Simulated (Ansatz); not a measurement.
**BH₃SZn: ionisation energy by level of theory**

How much energy removes an electron from BH₃SZn at fixed geometry? The cation is run at each level and the neutral's energy taken from earlier runs.

Program: Ansatz 0.2.0, Gaussian basis. Level of theory: unrestricted cation, the program's frozen cores in correlated methods. These are calculated values, not measurements.

The runs, in order: UKS PBE-D4/def2-TZVPP; UKS r2SCAN-D4/def2-TZVPP; UKS PBE0-D4/def2-TZVPP; UKS B3LYP-D4/def2-TZVPP; UKS wB97X-V/def2-TZVPP; UKS wB97M-V/def2-TZVPP; UKS B2PLYP (frozen core with 3s3p of Cu, Zn)/def2-TZVPP; UHF-CCSD(T) with 3s3p of Cu, Zn/def2-TZVPP; UHF-CCSD(T) with 3s3p of Cu, Zn/def2-QZVPP; extrapolation to the limit; then −ε(HOMO) from the neutral's earlier runs with LDA (SPW92), PBE-D4, revPBE-D4, BLYP-D4, r2SCAN-D4, B97M-V, PBE0-D4, B3LYP-D4, r2SCANh-D4, r2SCAN0-D4, HSE06-D4, BHLYP-D4, CAM-B3LYP-D4, LC-ωPBE, ωB97X-V, ωB97M-V.

## (1) Structure used throughout

An earlier PBE0-D4 in a triple-zeta def2 set relaxation fixed the geometry.

6 atoms, charge 0, spin multiplicity 1.

Atoms are counted from 1 here; the program's logs count them from 0.

Bond lengths: B1–S2 1.776 Å, B1–H4 1.194 Å, B1–H5 1.205 Å, S2–Zn3 2.187 Å, Zn3–H6 1.529 Å. Angles: S2–B1–H4 119.1°, S2–B1–H5 121.9°, H4–B1–H5 119.0°, B1–S2–Zn3 88.5°, S2–Zn3–H6 178.2°.

## (2) Cation, UKS PBE-D4/def2-TZVPP

in.yaml

```yaml
crystal:
  periodic: [false, false, false]
  atoms:
    - {symbol: B, position_ang: [-0.734215, 0.202122, -0.896285]}
    - {symbol: S, position_ang: [-0.747096, -1.289401, 0.067813]}
    - {symbol: Zn, position_ang: [0.902101, -0.471780, 1.248065]}
    - {symbol: H, position_ang: [-1.516334, 0.321583, -1.790379]}
    - {symbol: H, position_ang: [0.040762, 1.097568, -0.674838]}
    - {symbol: H, position_ang: [2.054772, 0.139908, 2.045624]}
basis:
  gaussian: {orbitals: def2-TZVPP}
total_charge: 1
magnetization: {spin_polarized: true, initial_magnetization: 1}
hamiltonian: {xc: pbe, dispersion: d4}
```

Launch:

```sh
> ansatz run in.yaml --threads 2 --pin off --events-out ev --progress --plain --max-ram 32768MiB --backend cpu
```

Further steps of the session: Cation, UKS r2SCAN-D4/def2-TZVPP; Cation, UKS PBE0-D4/def2-TZVPP; Cation, UKS B3LYP-D4/def2-TZVPP; Cation, UKS wB97X-V/def2-TZVPP; Cation, UKS wB97M-V/def2-TZVPP; Cation, UKS B2PLYP (frozen core with 3s3p of Cu, Zn)/def2-TZVPP; Cation, UHF-CCSD(T) with 3s3p of Cu, Zn/def2-TZVPP; Cation, UHF-CCSD(T) with 3s3p of Cu, Zn/def2-QZVPP.

Q: Predict the results of all the runs planned. Wanted: ionisation energy, CCSD(T)/CBS; nearest functional by difference; nearest −ε(HOMO); −ε(HOMO) of PBE; T1 of the cation.

The runs gave:

```
                        quantity               value
  ionisation energy, CCSD(T)/CBS            10.55 eV
nearest functional by difference  ωB97X-V (-0.31 eV)
                nearest −ε(HOMO)  LC-ωPBE (+0.03 eV)
                 −ε(HOMO) of PBE             6.81 eV
                T1 of the cation               0.016
```

**Reading.** By cation minus neutral, the functionals miss by 0.71 eV at most. The PBE orbital energy is 3.7 eV too small: a semilocal HOMO is no ionisation energy. Among orbital estimates LC-ωPBE comes nearest. Hartree-Fock falls 1.45 eV short, as the neutral has more correlation energy than the cation. For Zn the d shell is correlated and the shells below it are frozen.
